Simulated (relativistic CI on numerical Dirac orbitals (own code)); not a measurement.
**Re⁺: one ion under different settings**

Aim: see what numerical and physical settings do to the SCF, the total energy and the lowest levels of Re⁺.

Program: relativistic CI on numerical Dirac orbitals (own code) version 3. Level of theory: Dirac-Coulomb-Breit CI, KLI orbitals optimised for each configuration, model QED (radiative potential, 1s self-energy scaled to tabulated hydrogen-like ionisation energies), numerical settings as typed. These are calculated values, not measurements, unless marked.

## 1. The system

| Item | Value |
| --- | --- |
| ion | Re⁺ (Re II) |
| nuclear charge | 75 |
| electrons | 74 |
| isotope | A = 187 |

## 2. The usual input

Settings of the run:

```ini
atom Re  Z=75  charge=1  electrons=74
nucleus A=187  rms_radius_fm=5.3698
hamiltonian dirac-coulomb  breit=on  qed=on  c_scale=1
orbitals kli  potential=per-configuration
slater_scale 1
correlation none
mixing on
grid step=0.0125 r_max=129.7
scf mixing=0.4 start=green max_iterations=150 tolerance=2e-08 node_fill=0.05
configurations
  [Xe] 4f14 5d5 6s
end
```

The run is started by

```sh
python run_levels.py task.json out
```

One command runs all members of the session, one after another, from task.json.

## 3. Breit term off

Changes to the settings of step 2:

```diff
@@ -2,3 +2,3 @@
 nucleus A=187  rms_radius_fm=5.3698
-hamiltonian dirac-coulomb  breit=on  qed=on  c_scale=1
+hamiltonian dirac-coulomb  breit=off  qed=on  c_scale=1
 orbitals kli  potential=per-configuration
```

## 4. Speed-of-light factor 10, Breit term off, Slater scale 0.6

Changes to the settings of step 3:

```diff
@@ -2,5 +2,5 @@
 nucleus A=187  rms_radius_fm=5.3698
-hamiltonian dirac-coulomb  breit=off  qed=on  c_scale=1
+hamiltonian dirac-coulomb  breit=off  qed=on  c_scale=10
 orbitals kli  potential=per-configuration
-slater_scale 1
+slater_scale 0.6
 correlation none
```

## 5. Potential mixing 0.7, iteration limit 20, start potential thomas-fermi

Settings of the run:

```ini
atom Re  Z=75  charge=1  electrons=74
nucleus A=187  rms_radius_fm=5.3698
hamiltonian dirac-coulomb  breit=on  qed=on  c_scale=1
orbitals kli  potential=per-configuration
slater_scale 1
correlation none
mixing on
grid step=0.0125 r_max=129.7
scf mixing=0.7 start=thomas-fermi max_iterations=20 tolerance=2e-08 node_fill=0.05
configurations
  [Xe] 4f14 5d5 6s
end
```

## 6. Iteration limit 30

Changes to the settings of step 5:

```diff
@@ -8,3 +8,3 @@
 grid step=0.0125 r_max=129.7
-scf mixing=0.7 start=thomas-fermi max_iterations=20 tolerance=2e-08 node_fill=0.05
+scf mixing=0.4 start=green max_iterations=30 tolerance=2e-08 node_fill=0.05
 configurations
```

## 7. Tolerance 0.01

Changes to the settings of step 6:

```diff
@@ -8,3 +8,3 @@
 grid step=0.0125 r_max=129.7
-scf mixing=0.4 start=green max_iterations=30 tolerance=2e-08 node_fill=0.05
+scf mixing=0.4 start=green max_iterations=72 tolerance=0.01 node_fill=0.05
 configurations
```

(Steps that only read results are left out.)

Before running it: what results should come out? Wanted: lowest level, usual settings; total energy; first excitation.

**Answer**, as computed:

| setting | total energy less usual (Ha) | largest shift of a level among the lowest eight of both runs, same label and place (cm⁻¹) | SCF iterations | time | lowest level | kind of change |
| --- | --- | --- | --- | --- | --- | --- |
| usual | 0 | 0 | 14 | 0.17 s | 5d5 6s 7S3 | - |
| Breit term off | -18 | 96.9 | 14 | 0.16 s | 5d5 6s 7S3 | model term |
| speed-of-light factor 10, Breit term off, Slater scale 0.6 | 891 | 10900 | 12 | 0.15 s | 5d5 6s 7S3 | unphysical constant |
| potential mixing 0.7, iteration limit 20, start potential thomas-fermi | 0 | 0 | 14 | 0.17 s | 5d5 6s 7S3 | numerical |
| iteration limit 30 | 0 | 0 | 14 | 0.17 s | 5d5 6s 7S3 | numerical |
| tolerance 0.01 | 0.00115 | 18.7 | 6 | 0.13 s | 5d5 6s 7S3 | unsound |

| quantity | value |
| --- | --- |
| lowest level, usual settings | 5d5 6s 7S3 |
| total energy | -16677.2203 Ha |
| first excitation | 24673 cm⁻¹ |

**Reading.** Among the runs whose levels can be followed, they move most under «speed-of-light factor 10, Breit term off, Slater scale 0.6» (unphysical constant), by up to 10900 cm⁻¹. No visible change in the result comes from «potential mixing 0.7, iteration limit 20, start potential thomas-fermi» or «iteration limit 30». Only the listed configurations are in the model. Near neutrality, missing correlation can shift configurations against each other by thousands of cm⁻¹.
